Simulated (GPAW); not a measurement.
Runs of GPAW 26.7.0 on Si2Mo. The cell holds a slab with vacuum, 9 atoms: a = 3.200 Å, b = 3.200 Å, c = 25.487 Å, α = 90.00°, β = 90.00°, γ = 90.00°. 

```tsv
task	level	potentials or basis	cell	series job	gap on the mesh (eV)	largest force (eV/Å)	work function (eV)
single point	RPBE	the program's PAW data sets (release 1.2.1) made for this functional, pw	the (0 0 1) slab of Si2Mo, cut from the database cell, not relaxed	-	none	0.57	4.48
single point	r2SCAN	GPAW PAW data sets (gpaw-data 1.2.1), pw	the (0 0 1) slab of Si2Mo, cut from the database cell, not relaxed	-	none	0.89	(d)
single point	revPBE	the program's PAW data sets (release 1.2.1) made for this functional, pw	the (0 0 1) slab of Si2Mo, cut from the database cell, not relaxed	-	none	0.58	4.48
single point	BEEF-vdW	GPAW PAW data sets (gpaw-data 1.2.1), pw	the (0 0 1) slab of Si2Mo, cut from the database cell, not relaxed	-	none	0.53	(a)
single point	PBEsol	PAW data sets generated in the run's folder for this functional, pw	the (0 0 1) slab of Si2Mo, cut from the database cell, not relaxed	-	none	(b)	4.58
single point	WC	PAW data sets generated in the run's folder for this functional, pw	the (0 0 1) slab of Si2Mo, cut from the database cell, not relaxed	-	none	0.82	(c)
single point	vdW-DF-cx	GPAW PAW data sets (gpaw-data 1.2.1), pw	the (0 0 1) slab of Si2Mo, cut from the database cell, not relaxed	-	none	0.61	4.67
single point	LDA	the program's PAW data sets (release 1.2.1) made for this functional, pw	the (0 0 1) slab of Si2Mo, cut from the database cell, not relaxed	-	none	1.06	4.70
```

Alike in all rows: no spin polarisation; k mesh 8 × 8 × 1; cutoff (eV) 450; smearing fermi-dirac 0.05 eV.

Task: Estimate the missing entries.

Result: (a) 4.82; (b) 0.86; (c) 4.57; (d) 4.68.

Caveats: the PAW data sets were made with another functional, which shifts forces and pressure a little (some runs).

A k mesh can miss the band edges, and the runs leave out spin-orbit coupling on Mo.

A gap of «none» marks a metal or a gap under the smearing width.

Runs at the PBE level aren't shown here.
